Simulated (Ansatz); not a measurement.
# CsZnI3: the cost of one run

Computed with Ansatz 0.2.0 (reference: DFT, HSE06, plane waves, PAW, unless a step's input says otherwise).

2 further runs of the same task are left out: 2 that didn't finish.

## (1) The system as given

Symmetry: Pm-3m, No. 221, cubic system. Conventional cell: a = 5.763 Å, b = 5.763 Å, c = 5.763 Å, α = 90.00°, β = 90.00°, γ = 90.00°. Cs (site symmetry m-3m) is surrounded by 12 I at 4.08 Å. Zn (site symmetry m-3m) is surrounded by 6 I at 2.88 Å. Around I (site symmetry 4/mmm) lie 2 Zn at 2.88 Å and 4 Cs at 4.08 Å.

Structure file:

```cif
data_structure
_symmetry_space_group_name_H-M 'P 1'
_symmetry_Int_Tables_number 1
_cell_length_a 5.7630
_cell_length_b 5.7630
_cell_length_c 5.7630
_cell_angle_alpha 90.000
_cell_angle_beta 90.000
_cell_angle_gamma 90.000
_cell_volume 191.40
loop_
_atom_site_label
_atom_site_type_symbol
_atom_site_fract_x
_atom_site_fract_y
_atom_site_fract_z
_atom_site_occupancy
Cs1 Cs 0.00000 0.00000 0.00000 1
Zn1 Zn 0.50000 0.50000 0.50000 1
I1 I 0.50000 0.50000 0.00000 1
I2 I 0.50000 0.00000 0.50000 1
I3 I 0.00000 0.50000 0.50000 1
```

## (2) Baseline

File input.yaml:

```yaml
crystal:
  lattice:
    - [5.7629927338, 0.0, 0.0]
    - [0.0, 5.7629927338, 0.0]
    - [0.0, 0.0, 5.7629927338]
  atoms:
    - { symbol: Cs, position: [0.0, 0.0, 0.0] }
    - { symbol: Zn, position: [0.5, 0.5, 0.5] }
    - { symbol: I, position: [0.5, 0.5, 0.0] }
    - { symbol: I, position: [0.5, 0.0, 0.5] }
    - { symbol: I, position: [0.0, 0.5, 0.5] }
kpoints:
  mp_grid: { grid: [2, 2, 2] }
hamiltonian:
  xc: hse06
scf:
  occupations: { method: fermi_dirac, width: 0.02 }
  n_extra_bands: 5
output:
  forces: true
  stress: true
  eigenvalues: true
```

Run with:

```sh
$ ansatz run input.yaml --threads 4 --pin off --max-ram 4608MiB --backend cpu --events-out ev --progress --plain --runs-dir out
```

What time and memory should one allow on 4 threads of Arm Neoverse N1, shared host?

About 29 s, with a peak of 1.3 GiB.
